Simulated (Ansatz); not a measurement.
# CH4SeSi (SMILES [SiH3]C=[Se]): one structure at several levels

An exercise on one series of results from a longer session: the logs are not shown, and one member is left open.

Computed with Ansatz 0.2.0, Gaussian basis. Level: single points in def2-TZVPP.

Correlated methods freeze the cores. Filled d shells of the heavier atoms are correlated.

### Starting geometry

SMILES `[SiH3]C=[Se]`, 7 atoms, charge 0, spin multiplicity 1.

Atoms are counted from 1 here; the program's logs count them from 0.

Bond lengths: Si1–C2 1.924 Å, Si1–H4 1.513 Å, Si1–H5 1.522 Å, Si1–H6 1.556 Å, C2–Se3 1.862 Å, C2–H7 1.091 Å. Angles: C2–Si1–H4 107.2°, C2–Si1–H5 105.7°, C2–Si1–H6 110.7°, H4–Si1–H5 112.5°, H4–Si1–H6 110.5°, H5–Si1–H6 110.2°, Si1–C2–Se3 123.8°, Si1–C2–H7 118.7°, Se3–C2–H7 117.5°.

Coordinates:

```xyz
7

Si   -0.6498    0.5084   -0.2020
C     0.8061   -0.7207    0.0679
Se    1.7202   -0.9051    1.6795
H    -1.8751   -0.3159   -0.5300
H    -0.2241    1.4026   -1.3582
H    -0.8945    1.3618    1.0757
H     1.1421   -1.3288   -0.7735
```

Set-up of the first run:

File run/in.yaml:

```yaml
crystal:
  periodic: [false, false, false]
  atoms:
    - {symbol: Si, position_ang: [-0.649800, 0.508400, -0.202000]}
    - {symbol: C, position_ang: [0.806100, -0.720700, 0.067900]}
    - {symbol: Se, position_ang: [1.720200, -0.905100, 1.679500]}
    - {symbol: H, position_ang: [-1.875100, -0.315900, -0.530000]}
    - {symbol: H, position_ang: [-0.224100, 1.402600, -1.358200]}
    - {symbol: H, position_ang: [-0.894500, 1.361800, 1.075700]}
    - {symbol: H, position_ang: [1.142100, -1.328800, -0.773500]}
basis:
  gaussian: {orbitals: def2-TZVPP}
correlation: {method: ccsd_t}
output: {forces: true}
```

No record of the launch command was kept for these runs.

Among the steps run: CCSD(T)/def2-TZVPP; PBE0-D4/def2-TZVPP; wB97M-V/def2-TZVPP; r2SCAN-D4/def2-TZVPP; PBE-D4/def2-TZVPP; wB97X-V/def2-TZVPP; HSE06-D4/def2-TZVPP.

One of the session's tables, all rows but one given; the rest of the session is left out.

| method | RMS force component (eV/Å) | angle to CCSD(T) forces (°) | dipole (D) |
| --- | --- | --- | --- |
| CCSD(T) | 0.742 | reference | 1.47 |
| PBE0-D4 | 0.910 | 8.5 | 1.67 |
| wB97M-V | 0.988 | 7.0 | 1.62 |
| r2SCAN-D4 | ? | ? | ? |
| PBE-D4 | 0.736 | 11.8 | 1.54 |
| wB97X-V | 1.017 | 9.8 | 1.71 |
| HSE06-D4 | 0.903 | 8.4 | 1.67 |

Q: Estimate the row for r2SCAN-D4 from the others.

The run gave: RMS force component (eV/Å): 0.829; angle to CCSD(T) forces (°): 6.5; dipole (D): 1.74. In the column «RMS force component (eV/Å)» it lies between CCSD(T) (0.742) and HSE06-D4 (0.903).
